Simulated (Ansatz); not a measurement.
# Zr2BeS4: the cost of one run

Program: Ansatz 0.2.0. Level of theory: DFT PBE, scalar-relativistic, plane waves, PAW, unless a step names another level. These are calculated values, not measurements.

11 further runs of the same task are left out: 1 that didn't finish, 10 set aside as unsound or not needed.

**1. Plan**

Pauling electronegativities: Zr 1.33, Be 1.57, S 2.58 (spread 1.25). The formula balances with common oxidation states: Zr +3, Be +2, S -2. Tabulated atomic sizes suggest about 18 Å³/atom. 27 candidates were drawn, by swapping species into database cells of other compounds, at random by space group and Wyckoff sites, or by hand, as the table says:

```csv
name,made from,space group no.,Wyckoff sites,atoms (primitive cell),V (Å³/atom)
c01,database cell of Li4Ge2B,160,"Zr 3a, 3a; Be 3a; S 3a, 3a, 3a, 3a",7,22.3
c02,random,191,"Zr 2c; Be 1a; S 3f, 1b",7,23.3
c03,random,123,Zr 2g; Be 1d; S 4j,7,22.2
c04,random,81,"Zr 1b, 1d; Be 1a; S 4h",7,20.7
c05,random,157,"Zr 2b; Be 1a; S 3c, 1a",7,20.0
c06,random,82,"Zr 2d, 2a; Be 2c; S 8g",7,22.8
c07,database cell of ZnIn2Se4,121,Zr 4d; Be 2b; S 8i,7,20.9
c08,random,166,"Zr 6c; Be 3b; S 9d, 3a",7,22.6
c09,database cell of Li2CuF4,65,"Zr 4f; Be 2a; S 4i, 4h",7,18.1
c10,random,38,"Zr 4d; Be 2b; S 4c, 4c",7,18.8
c11,database cell of KV2S4,6,"Zr 1a, 1b; Be 1b; S 1a, 1b, 1a, 1b",7,19.0
c12,database cell of ZnGa2S4,111,Zr 2f; Be 1a; S 4n,7,19.2
c13,random,12,Zr 4f; Be 2d; S 8j,7,22.3
c14,random,216,"Zr 4c, 4b; Be 4a; S 16e",7,22.9
c15,random,38,"Zr 4d; Be 2a; S 4c, 2b, 2b",7,19.8
c16,database cell of In2CuO4,139,"Zr 4e; Be 2a; S 4c, 4d",7,18.3
c17,random,38,"Zr 4c; Be 2a; S 2b, 4c, 2a",7,18.6
c18,database cell of LiTa2S4,164,"Zr 2c; Be 1b; S 2d, 2d",7,17.5
c19,random,99,"Zr 1b, 1a; Be 1a; S 4f",7,21.1
c20,random,183,"Zr 2b; Be 1a; S 1a, 3c",7,21.3
c21,database cell of Nb2CuS4,156,"Zr 1b, 1a; Be 1b; S 1b, 1a, 1a, 1b",7,17.7
c22,database cell of La2CoSb4,115,"Zr 2g; Be 1b; S 2g, 1c, 1d",7,19.6
c23,random,216,"Zr 4c, 4d; Be 4a; S 16e",7,23.4
c24,database cell of Sm2CdSb4,115,"Zr 2g; Be 1c; S 2g, 1b, 1a",7,19.7
c25,random,65,Zr 4j; Be 2a; S 8m,7,18.7
c26,random,23,Zr 4e; Be 2d; S 8k,7,20.5
c27,random,187,"Zr 1c, 1e; Be 1a; S 3j, 1f",7,21.7
```

**2. Screening run of c03**

Contents of input.yaml:

```yaml
crystal:
  lattice:
    - [5.68066698, 0.0, 0.0]
    - [0.0, 5.68066698, 0.0]
    - [0.0, 0.0, 4.80709997]
  atoms:
    - { symbol: Zr, position: [0.0, 0.0, 0.7434395] }
    - { symbol: Zr, position: [0.0, 0.0, 0.2565605] }
    - { symbol: Be, position: [0.5, 0.5, 0.5] }
    - { symbol: S, position: [0.21784554, 0.21784554, 0.0] }
    - { symbol: S, position: [0.78215446, 0.78215446, 0.0] }
    - { symbol: S, position: [0.78215446, 0.21784554, 0.0] }
    - { symbol: S, position: [0.21784554, 0.78215446, 0.0] }
basis:
  ecutwfc: 420
kpoints:
  mp_grid: { grid: [2, 2, 3] }
hamiltonian:
  xc: pbe
scf:
  occupations: { method: gaussian, width: 0.15 }
  lower_state_search: "off"
output:
  forces: true
  stress: true
  eigenvalues: true
relax:
  adjacent_minimum: "off"
  f_tol: 0.08
  max_steps: 16
  cell: { stress_tol: 0.8 }
```

Launch:

```sh
> ansatz run input.yaml --threads 1 --pin off --max-ram 2560MiB --backend cpu --events-out ev --progress --plain --runs-dir out
```

Q: Estimate wall time and peak memory on 1 thread of Arm Neoverse V1, shared host.

About 38 s, with a peak of 0.4 GiB.
